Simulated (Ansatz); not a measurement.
# Ta₂ (nonet): from Hartree-Fock to the top rungs, def2-QZVPP

An exercise on one series of results from a longer session: the logs are not shown, and one member is left open.

Program: Ansatz 0.2.0, Gaussian basis. Level of theory: def2-QZVPP, core rule «outside noble gas», up to 8 orbitals frozen. These are calculated values, not measurements.

The runs, in order: UHF; ROHF; CCSD(T) on UHF.

**What is computed**

The geometry is a PBE0/def2-TZVP stationary point (not a proven minimum) of the parent state, kept for this charge and spin. No spin-orbit coupling is included. Elements past krypton take def2 core potentials.

2 atoms, charge 0, spin multiplicity 9.

Atoms are counted from 1 here; the program's logs count them from 0.

Bond lengths: Ta1–Ta2 2.422 Å.

The first run:

Contents of in.yaml:

```yaml
crystal:
  periodic: [false, false, false]
  atoms:
    - {symbol: Ta, position_ang: [0.000000, 0.000000, 0.000000]}
    - {symbol: Ta, position_ang: [0.000000, 0.000000, 2.421800]}
basis:
  gaussian: {orbitals: "def2-QZVPP.json"}
magnetization: {spin_polarized: true, initial_magnetization: 8}
hamiltonian: {xc: hf}
output: {orbitals: {seedname: orbitals}}
```

Started as:

```bash
> ansatz run in.yaml --threads 1 --pin off --events-out ev --progress --plain --max-ram 4096MiB --backend cpu
```

Among the steps run: UHF; ROHF; CCSD(T) on UHF.

One of the session's tables, all rows but one given; the rest of the session is left out.

```
  method  from UCCSD(T) (meV)
    ROHF              +6660.0
    UMP2                    ?
   UCCSD               +498.7
UCCSD(T)                    0
```

Q: Estimate the row for UMP2 from the others.

As computed: from UCCSD(T) (meV): +711.0. In the column «from UCCSD(T) (meV)» it lies between UCCSD (+498.7) and ROHF (+6660.0).

Left out of the table: UHF (another determinant or state than the rows shown).

Caveats from the session: Warnings: spin contamination; coupled cluster took another determinant than the lowest.
